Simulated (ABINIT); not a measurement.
A run of ABINIT 10.8.3 (patched build) is set up as follows.

The input run.abi:

```
# Pseudopotentials
pp_dirpath "./"
pseudos "In.upf, As.upf"

# Structure
acell 4.2680965312 4.2680965312 4.2680965312 Angstrom
rprim
     0.0000000000     0.7071067812     0.7071067812
     0.7071067812     0.0000000000     0.7071067812
     0.7071067812     0.7071067812     0.0000000000
ntypat 2
znucl 49 33
natom 2
typat 1 2
chkprim 0
chksymtnons 0
tolsym 1.0e-6
xred
            0.0            0.0            0.0
            3/4            3/4            3/4

# Plane-wave basis
ecut 42.0
ecutsm 0.5

# k points
kptopt 1
ngkpt 6 6 6
nshiftk 1
shiftk 0.0 0.0 0.0

# Exchange and correlation
ixc -116133

# Bands and occupations
nband 18
occopt 3
tsmear 0.00183747

# SCF cycle
nstep 80
tolvrs 1.0e-12

# Output
iomode 3
prteig 0
prtebands 0
prtwf 0
prtden 0

# Relaxation
ionmov 2
optcell 2
ntime 50
tolmxf 2.0e-5
dilatmx 1.08
```

Potentials or basis: PseudoDojo NC SR PBEsol v0.4.1 standard.

Command:

```sh
$ mpirun --bind-to none -np 4 abinit run.abi > log 2>&1
```

(1) Estimate the band gap on the k mesh.

(2) What does it give for the relaxed cell?

(3) Estimate the relaxed volume.

## Answers

(1) none (metal or under the smearing width).

(2) a = 4.309 Å, b = 4.309 Å, c = 4.309 Å, α = 60.00°, β = 60.00°, γ = 60.00°.

(3) 28.28 Å³/atom.

Caveat: this crystal is a semiconductor, whose small gap the functional closes, so the metal is an error of the method.
